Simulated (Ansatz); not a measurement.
**C2H5AlS: taking an electron away**

One table from this session's results is given with a row withheld; the runs are named, their logs left out.

Program: Ansatz 0.2.0, Gaussian basis. Level of theory: unrestricted cation, the program's frozen cores in correlated methods. These are calculated values, not measurements.

Plan: UKS PBE-D4/def2-TZVPP; UKS r2SCAN-D4/def2-TZVPP; UKS PBE0-D4/def2-TZVPP; UKS B3LYP-D4/def2-TZVPP; UKS wB97X-V/def2-TZVPP; UKS wB97M-V/def2-TZVPP; UKS B2PLYP/def2-TZVPP; UHF-CCSD(T)/def2-TZVPP; UHF-MP2/def2-QZVPP; extrapolation to the limit; then −ε(HOMO) from the neutral's earlier runs with LDA (SPW92), PBE-D4, revPBE-D4, BLYP-D4, r2SCAN-D4, B97M-V, PBE0-D4, B3LYP-D4, r2SCANh-D4, r2SCAN0-D4, HSE06-D4, BHLYP-D4, CAM-B3LYP-D4, LC-ωPBE, ωB97X-V, ωB97M-V.

## Structure used throughout

The geometry comes from an earlier relaxation with PBE0-D4 in a triple-zeta def2 set; it is a stationary point, not always the lowest conformer.

SMILES `C=[C]([AlH2])S`, 9 atoms, charge 0, spin multiplicity 1.

Atoms are counted from 1 here; the program's logs count them from 0.

Bond lengths: C1–C2 1.340 Å, C1–H5 1.086 Å, C1–H6 1.089 Å, C2–Al3 1.942 Å, C2–S4 1.757 Å, Al3–H7 1.584 Å, Al3–H8 1.587 Å, S4–H9 1.342 Å. Angles: C2–C1–H5 120.3°, C2–C1–H6 123.6°, H5–C1–H6 116.1°, C1–C2–Al3 118.3°, C1–C2–S4 120.0°, Al3–C2–S4 121.6°, C2–Al3–H7 118.1°, C2–Al3–H8 118.7°, H7–Al3–H8 123.3°, C2–S4–H9 97.6°.

Set-up of the first run:

in.yaml reads:

```yaml
crystal:
  periodic: [false, false, false]
  atoms:
    - {symbol: C, position_ang: [-0.051968, 1.292425, -0.845419]}
    - {symbol: C, position_ang: [-0.306524, 0.328564, 0.050707]}
    - {symbol: Al, position_ang: [0.856025, -1.226152, 0.087578]}
    - {symbol: S, position_ang: [-1.664976, 0.490081, 1.152987]}
    - {symbol: H, position_ang: [0.786454, 1.196973, -1.528514]}
    - {symbol: H, position_ang: [-0.647630, 2.198371, -0.942270]}
    - {symbol: H, position_ang: [2.057318, -1.282522, -0.943087]}
    - {symbol: H, position_ang: [0.558980, -2.374388, 1.142275]}
    - {symbol: H, position_ang: [-1.499280, -0.669552, 1.808543]}
basis:
  gaussian: {orbitals: def2-TZVPP}
total_charge: 1
magnetization: {spin_polarized: true, initial_magnetization: 1}
hamiltonian: {xc: pbe, dispersion: d4}
```

Among the steps run: Cation, UKS PBE-D4/def2-TZVPP; Cation, UKS r2SCAN-D4/def2-TZVPP; Cation, UKS PBE0-D4/def2-TZVPP; Cation, UKS B3LYP-D4/def2-TZVPP; Cation, UKS wB97X-V/def2-TZVPP; Cation, UKS wB97M-V/def2-TZVPP; Cation, UKS B2PLYP (frozen core)/def2-TZVPP; Cation, UHF-CCSD(T)/def2-TZVPP; Cation, UHF-MP2/def2-QZVPP.

One of the session's tables, all rows but one given; the rest of the session is left out.

For comparison, −ε(HOMO) of the neutral from earlier runs:

| functional | −ε(HOMO) (eV) |
| --- | --- |
| LDA (SPW92) | 5.67 |
| PBE-D4 | 5.52 |
| revPBE-D4 | 5.46 |
| BLYP-D4 | 5.34 |
| r2SCAN-D4 | 5.71 |
| B97M-V | 5.77 |
| PBE0-D4 | 6.56 |
| B3LYP-D4 | 6.34 |
| r2SCANh-D4 | 6.10 |
| r2SCAN0-D4 | 6.69 |
| HSE06-D4 | 6.17 |
| BHLYP-D4 | 7.45 |
| CAM-B3LYP-D4 | 7.80 |
| LC-ωPBE | ? |
| ωB97X-V | 8.79 |
| ωB97M-V | 8.66 |

Estimate the missing values for LC-ωPBE.

The run gave: −ε(HOMO) (eV): 9.14. In the column «−ε(HOMO) (eV)» it is the highest.
